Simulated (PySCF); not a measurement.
**[PmI2]+: other functionals and bases at one geometry**

Aim: see how levels, charges and forces of [PmI2]+ depend on the level of theory. It is a constructed species; whether it can be made isn't addressed.

Method: several levels, as the steps say, no spin–orbit coupling; program: PySCF 2.14.0.

1 further run of the same task is left out (for a known fault of the program).

### Step 1. Starting geometry

3 atoms, charge 1, spin multiplicity 1.

Bond lengths: Pm1–I2 2.789 Å, Pm1–I3 2.789 Å. Angles: I2–Pm1–I3 106.1°.

Coordinates:

```xyz
3
I2Pm
Pm    0.0000    0.0000   -1.0806
I     2.2288    0.0000    0.5957
I    -2.2288    0.0000    0.5957
```

Formal oxidation states: Pm +3. Each metal's 4 4f electrons lie in its core potential, so multiplicities, spins and levels count the valence alone. An earlier session relaxed this geometry at PBE0, Pm lcecp-1-SVP with ECP50, I def2-SVP with ECP28 (singlet, point group C2v).

At PBE0 on the finer grid: E = -629.420483 Eh, HOMO -11.75 eV, LUMO -7.48 eV, Mulliken charge on Pm1 +1.12 e, largest force component 0.008 eV/Å. 

Levels to run: TPSS; wB97X; PBE0, TZVP. Hardware: 2 threads of Intel Xeon Platinum 8259CL at 2.50GHz (Skylake/Cascade Lake), shared host.

### Step 2. TPSS

The input, run.py (the lines that set the calculation):

```python
mol = gto.M(atom='''
Pm     0.00000     0.00000    -1.08064
I      2.22883     0.00000     0.59574
I     -2.22883     0.00000     0.59574''',
    basis={'Pm': 'lcecp-1-SVP', 'I': 'def2-SVP'},
    ecp={'Pm': 'lcecp-1-SVP', 'I': 'def2-SVP'},
    charge=1, spin=0)
mf = dft.RKS(mol, xc='TPSS')
mf.grids.atom_grid = (75, 302)  # f atoms: unpruned, at least (60, 302)
mf = mf.density_fit()  # fitting sets: Pm AutoAux, I def2-universal-JKFIT
mf.conv_tol = 1e-08; mf.max_cycle = 55
mf.kernel(dm0)  # dm0: the density of the relaxed state
```

Run with:

```bash
$ OMP_NUM_THREADS=2 python run.py
```

### Step 3. wB97X

run.py (the lines that set the calculation), as its differences from that of step 2:

```diff
@@ -7,3 +7,3 @@
     charge=1, spin=0)
-mf = dft.RKS(mol, xc='TPSS')
+mf = dft.RKS(mol, xc='WB97X')
 mf.grids.atom_grid = (75, 302)  # f atoms: unpruned, at least (60, 302)
```

### Step 4. PBE0, TZVP

Basis: Pm lcecp-1-TZVP with ECP50, I def2-TZVP with ECP28. 

The input, run.py (the lines that set the calculation):

```python
mol = gto.M(atom='''
Pm     0.00000     0.00000    -1.08064
I      2.22883     0.00000     0.59574
I     -2.22883     0.00000     0.59574''',
    basis={'Pm': 'lcecp-1-TZVP', 'I': 'def2-TZVP'},
    ecp={'Pm': 'lcecp-1-TZVP', 'I': 'def2-TZVP'},
    charge=1, spin=0)
mf = dft.RKS(mol, xc='PBE0')
mf.grids.atom_grid = (75, 302)  # f atoms: unpruned, at least (60, 302)
mf = mf.density_fit()  # fitting sets: Pm AutoAux, I def2-universal-JKFIT
mf.conv_tol = 1e-08; mf.max_cycle = 55
mf.kernel(dm0)  # dm0: free metal ions and neutral atoms
```

Q: Predict the outcome of this session. Wanted: for each run, HOMO; gap; charge on Pm1; dipole; largest force.

The runs gave:

| level | state | HOMO (eV) | gap (eV) | charge on Pm1 (e) | dipole (D) | largest force (eV/Å) | basis functions | time |
| --- | --- | --- | --- | --- | --- | --- | --- | --- |
| PBE0 (relaxed here) | singlet | -11.75 | 4.26 | 1.12 | 8.15 | 0.01 | 85 | 12 s |
| TPSS | singlet | -10.79 | 2.82 | 1.10 | 7.83 | 0.32 | 85 | 9.9 s |
| wB97X | singlet | -13.75 | 8.19 | 1.14 | 8.81 | 0.09 | 85 | 9.2 s |
| PBE0, TZVP | singlet | -11.68 | 4.32 | 1.39 | 7.91 | 0.07 | 147 | 18 s |

Times are on 2 threads of Intel Xeon Platinum 8259CL at 2.50GHz (Skylake/Cascade Lake), shared host; the first row also made further properties. The dipole of a charged species depends on the origin, so these sizes hold for this origin alone.

In one basis the HOMO–LUMO gap runs from 2.82 eV (TPSS) to 8.19 eV (wB97X). The largest leftover force, 0.32 eV/Å with TPSS, stands at a geometry relaxed at another level. The Mulliken charge on Pm spans +1.10 to +1.39 e over the levels. With 4f in the core, its levels are missing from HOMO and gap. Total energies of different levels can't be compared. Spin–orbit coupling is left out throughout.
